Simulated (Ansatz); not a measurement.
# ClF3H2W: the cost of one run

Method: RHF/def2-SVP, in Ansatz 0.2.0.

## 1. The starting structure

Bond lengths: W1–H2 1.720 Å, W1–F3 1.850 Å, W1–F4 1.850 Å, W1–F5 1.850 Å, W1–H6 1.720 Å, W1–Cl7 2.390 Å. Angles (14 of 15 angles, heavy atoms first): F3–W1–F4 90.0°, F3–W1–F5 180.0°, F3–W1–Cl7 90.0°, F4–W1–F5 90.0°, F4–W1–Cl7 90.0°, F5–W1–Cl7 90.0°, H2–W1–F3 90.0°, H2–W1–F4 90.0°, H2–W1–F5 90.0°, H2–W1–Cl7 180.0°, F3–W1–H6 90.0°, F4–W1–H6 180.0°, F5–W1–H6 90.0°, H6–W1–Cl7 90.0°.

Structure file:

```xyz
7

W     0.0000    0.0000    0.0000
H     0.0000    0.0000    1.7200
F     1.8500    0.0000    0.0000
F     0.0000    1.8500    0.0000
F    -1.8500    0.0000    0.0000
H     0.0000   -1.7200    0.0000
Cl    0.0000    0.0000   -2.3900
```

## 2. Preparing the start

The input, input.yaml:

```yaml
crystal:
  periodic: [false, false, false]
  atoms:
    - { symbol: W, position_ang: [0.0, 0.0, 0.0] }
    - { symbol: H, position_ang: [0.0, 0.0, 1.72] }
    - { symbol: F, position_ang: [1.85, 0.0, 0.0] }
    - { symbol: F, position_ang: [0.0, 1.85, 0.0] }
    - { symbol: F, position_ang: [-1.85, 0.0, 0.0] }
    - { symbol: H, position_ang: [0.0, -1.72, 0.0] }
    - { symbol: Cl, position_ang: [0.0, 0.0, -2.39] }
basis:
  gaussian: { orbitals: def2-SVP }
hamiltonian:
  xc: hf
relax:
  f_tol: 0.02
  max_steps: 40
```

Launch:

```bash
> ansatz run input.yaml --threads 1 --pin off --max-ram 2048MiB --backend cpu --events-out ev --progress --plain --runs-dir out
```

What time and memory should one allow on 1 thread of Arm Neoverse V1, shared host?

About 33 s, with a peak of 0.21 GiB.
